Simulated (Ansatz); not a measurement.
Working through a rigid scan of one bond length of CH4AlNSi, SMILES [CH]1=N[SiH2][AlH]1

Computed with Ansatz 0.2.0, Python API.

The cells in order, each with its output:

```python
import ansatz as az
import matplotlib.pyplot as plt
import numpy as np
```

```python
mol = (
    az.Crystal.molecule()
    .atom("C", [-0.4537, 0.415, -1.2382])
    .atom("N", [0.5785, 1.0811, -0.8259])
    .atom("Si", [0.8119, 0.2171, 0.6934])
    .atom("Al", [-0.7588, -0.8723, 0.2332])
    .atom("H", [-1.102, 0.5756, -2.1614])
    .atom("H", [0.6666, 1.123, 1.8617])
    .atom("H", [2.1196, -0.5587, 0.6775])
    .atom("H", [-1.7701, -2.0379, 0.7039])
)
```

```python
symbols = [site.symbol for site in mol.cartesian_sites]
start = np.array([site.position_ang for site in mol.cartesian_sites])
axis = (start[5] - start[2]) / np.linalg.norm(start[5] - start[2])
moving = [5]
lengths, energies = [1.26, 1.37, 1.49, 1.63, 1.86, 2.23, 2.67, 3.27], []
for length in lengths:
    xyz = start.copy()
    xyz[moving] += (length - np.linalg.norm(start[5] - start[2])) * axis
    point = az.Crystal.molecule()
    for symbol, place in zip(symbols, xyz):
        point = point.atom(symbol, place.tolist())
    calculation = (
        point.calculation()
        .basis(gaussian="def2-SVP")
        .functional("b3lyp")
    )
    summary = calculation.run().report
    energies.append(summary["free_energy_ev"])
    print(f"r = {length:6.3f} A  E = {energies[-1]:.5f} eV  <S^2> = {abs(summary['mean_field']['state']['spin_squared']):.3f}")
```

    r =  1.260 A  E = -17056.69726 eV  <S^2> = 0.000
    r =  1.370 A  E = -17057.23845 eV  <S^2> = 0.000
    r =  1.490 A  E = -17057.42042 eV  <S^2> = 0.000
    r =  1.630 A  E = -17057.31342 eV  <S^2> = 0.000
    r =  1.860 A  E = -17056.78278 eV  <S^2> = 0.000
    r =  2.230 A  E = -17055.70175 eV  <S^2> = 0.000
    r =  2.670 A  E = -17054.58212 eV  <S^2> = 0.000
    r =  3.270 A  E = -17053.52432 eV  <S^2> = 0.000

```python
print("energy above the lowest point (eV):", [round(e - min(energies), 3) for e in energies])
plt.figure(figsize=(4.5, 3))
plt.plot(lengths, np.array(energies) - min(energies), "o-")
plt.xlabel("bond length (A)")
plt.ylabel("E - E(min) (eV)")
plt.tight_layout()
plt.savefig("scan.png", dpi=100)
```

    energy above the lowest point (eV): [0.723, 0.182, 0.0, 0.107, 0.638, 1.719, 2.838, 3.896]

Total energies depend on the basis set; only differences at equal settings carry meaning. The rest of the molecule is held rigid at a force-field or estimated start geometry, and the basis set is modest; single-reference methods fail as a bond breaks. b3lyp holds the VWN-RPA fit, as in Gaussian; the form of ORCA and Turbomole is b3lyp5. The orbitals are restricted, so S² is zero by construction. Toward dissociation an unrestricted state can lie under the restricted one, by tenths of an eV for polar bonds under a functional and by 1 to 2 eV or more for others. The whole script took 22 s on 1 thread of Arm Neoverse V1 (shared host), peak memory 0.26 GiB.
